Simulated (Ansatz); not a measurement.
# Be: the cost of one run

Program: Ansatz 0.2.0. Level of theory: DFT PBEsol, scalar-relativistic. These are calculated values, not measurements.

**1. The structure to begin with**

It takes space group Im-3m (No. 229, cubic). Conventional cell: a = 2.506 Å, b = 2.506 Å, c = 2.506 Å, α = 90.00°, β = 90.00°, γ = 90.00°. Be (site symmetry m-3m) has 8 Be at 2.17 Å as nearest neighbours.

As a file:

```cif
data_structure
_symmetry_space_group_name_H-M 'P 1'
_symmetry_Int_Tables_number 1
_cell_length_a 2.1705
_cell_length_b 2.1705
_cell_length_c 2.1705
_cell_angle_alpha 109.471
_cell_angle_beta 109.471
_cell_angle_gamma 109.471
_cell_volume 7.87
loop_
_atom_site_label
_atom_site_type_symbol
_atom_site_fract_x
_atom_site_fract_y
_atom_site_fract_z
_atom_site_occupancy
Be1 Be 0.00000 0.00000 0.00000 1
```

**2. The deformed structure**

Space group Im-3m before, I4/mmm after.

**3. Full-potential LAPW**

input.yaml

```yaml
crystal:
  lattice:
    - [-1.2531209513, 1.2531209513, 1.2405897418]
    - [1.2531209513, -1.2531209513, 1.2405897418]
    - [1.2531209513, 1.2531209513, -1.2405897418]
  atoms:
    - { symbol: Be, position: [0.0, 0.0, 0.0] }
kpoints:
  mp_grid: { grid: [23, 23, 23] }
  band_path:
    path:
      - [0.0, 0.0, 0.0]
      - [0.0, 0.0, 0.5]
      - [-0.5, 0.5, 0.5]
      - [0.0, 0.0, 0.0]
      - [0.495025, 0.495025, -0.495025]
      - [-0.495025, 0.504975, 0.495025]
      - [-0.5, 0.5, 0.5]
      - [0.0, 0.0, 0.5]
      - [0.25, 0.25, 0.25]
    npoints: 5
scf:
  occupations: { method: fermi_dirac, width: 0.03 }
hamiltonian:
  xc: pbesol
  pseudopotentials: { kind: all_electron, lapw: { basis_error: 0.00025 } }
output:
  forces: true
  stress: true
  eigenvalues: true
```

The run is started by

```sh
ansatz run input.yaml --threads 1 --pin off --max-ram 3072MiB --backend cpu --events-out ev --progress --plain --runs-dir out
```

**Question.** How long does this run take on 1 thread of Intel Xeon Platinum 8488C (Sapphire Rapids), shared host, and how much memory does it need?

About 13 s, with a peak of 0.4 GiB.
